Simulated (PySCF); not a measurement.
# H12N6W2 (W2(NH2)6): the cost of one run

Computed with PySCF 2.14.0 and routines of our own; the level stands in each step. Atoms count from 0.

## (1) The system as given

20 atoms, charge 0, high-spin multiplicity 7; geometry from: GFN2-xTB.

The system (triple bond): W2(NH2)6. The spin sites are atom 0 (3 unpaired) and atom 4 (3 unpaired).

## (2) Magnetic exchange: PBE0/def2-SVP H:def2-SV(P)

Job settings and geometry (Å):

```
{"job": {"kind": "bs", "xc": "PBE0", "basis": {"default": "def2-SVP", "H": "def2-SV(P)"}, "grid": 1, "rks": true}, "charge": 0, "high_spin_multiplicity": 7, "spin_sites": [[[0], 3], [[4], 3]]}
W     -0.048890     1.221240     0.192350
N      0.813870     1.326150     1.964470
N     -2.000720     1.506500     0.125450
N      0.999650     1.858560    -1.353680
W      0.047410    -1.221180    -0.191670
N     -0.939320    -1.862160     1.393360
N     -0.877690    -1.336360    -1.931560
N      2.002350    -1.493590    -0.198540
H      1.192920     0.570420     2.532400
H      0.949380     2.214960     2.456800
H     -2.426030     2.431240     0.246880
H     -2.736580     0.818910    -0.022830
H      1.180610     2.853120    -1.522610
H      1.436330     1.311490    -2.092550
H     -1.355850    -1.315820     2.144470
H     -1.107750    -2.857510     1.570430
H     -1.273440    -0.582460    -2.490600
H     -1.024070    -2.226600    -2.419190
H      2.738110    -0.801350    -0.071010
H      2.429700    -2.415550    -0.332360
```

With the program's defaults for keys left out, this is: PBE0/def2-SVP H:def2-SV(P) high-spin, broken-symmetry and restricted single points, gas phase.

The run is started by

```console
> OMP_NUM_THREADS=1 python exch_run.py task.json out
```

The driver reads the jobs from task.json and runs them one after another.

Q: Estimate the wall time and peak memory of this first job on 1 thread of Arm Neoverse V1, shared host.

About 2.2 min, with a peak of 0.78 GiB.
